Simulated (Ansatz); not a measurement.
Runs of Ansatz 0.2.0 on NiMoIrPdW. It takes space group I4mm (No. 107, tetragonal). Conventional cell: a = 2.740 Å, b = 2.740 Å, c = 19.433 Å, α = 90.00°, β = 90.00°, γ = 90.00°. Ni (site symmetry 4mm) is surrounded by 4 Mo at 2.60 Å and 4 Pd at 2.67 Å and 4 Ni at 2.74 Å. Mo (site symmetry 4mm) is surrounded by 4 Ni at 2.60 Å and 4 Mo at 2.74 Å and 4 W at 2.94 Å. Around Pd (site symmetry 4mm) lie 4 Ni at 2.67 Å and 4 Pd at 2.74 Å and 4 Ir at 2.83 Å. Ir (site symmetry 4mm) is surrounded by 4 W at 2.69 Å and 4 Ir at 2.74 Å and 4 Pd at 2.83 Å. W (site symmetry 4mm) has 4 Ir at 2.69 Å and 4 W at 2.74 Å and 4 Mo at 2.94 Å as nearest neighbours. The cell was built by a generator and needn't be a form met in nature.

| task | level | cell | k mesh | points for each segment of the path | gap on the mesh (eV) | pressure (GPa) | moment (μB) | largest force (eV/Å) |
| --- | --- | --- | --- | --- | --- | --- | --- | --- |
| atomic charges | PBE | as given | 13 × 13 × 13 | - | none | 0.0 | 0.00 | 0.03 |
| projected density of states | PBE | as given | 13 × 13 × 13 | - | none | 0.0 | 0.00 | 0.03 |
| relaxation of cell and atoms | PBEsol | relaxed | 10 × 10 × 10 | - | none | 0.0 | 0.00 | - |
| electron localisation function | PBE | as given | 13 × 13 × 13 | - | none | 0.0 | 0.00 | 0.03 |
| band structure | PBEsol | as given | 13 × 13 × 13 | 14 | none | -9.2 | 0.00 | (a) |
| band structure | PBE | as given | 13 × 13 × 13 | 14 | none | 0.0 | 0.00 | 0.03 |
| electric field gradients | PBE | as given | 13 × 13 × 13 | - | none | 0.0 | 0.00 | 0.03 |

Alike in all rows: potentials or basis Ansatz PAW; spin collinear, ferromagnetic start; cutoff (eV) 420; smearing fermi-dirac 0.05 eV.

Estimate the missing entries.

(a) 0.16.

Caveats: the starting moments weren't kept; the PAW data sets come from PBE, with cores solved anew for the run's functional, which leaves a small shift of forces and pressure (some runs); spin-orbit coupling is left out, which moves the levels of the heavy elements (some runs); the plane-wave basis is chosen anew once the cell has moved, so the energies of steps on either side of that aren't comparable (some runs).

A k mesh can miss the band edges, and the runs leave out spin-orbit coupling on Ir, Mo, Pd, W.

A gap of «none» marks a metal or a gap under the smearing width.
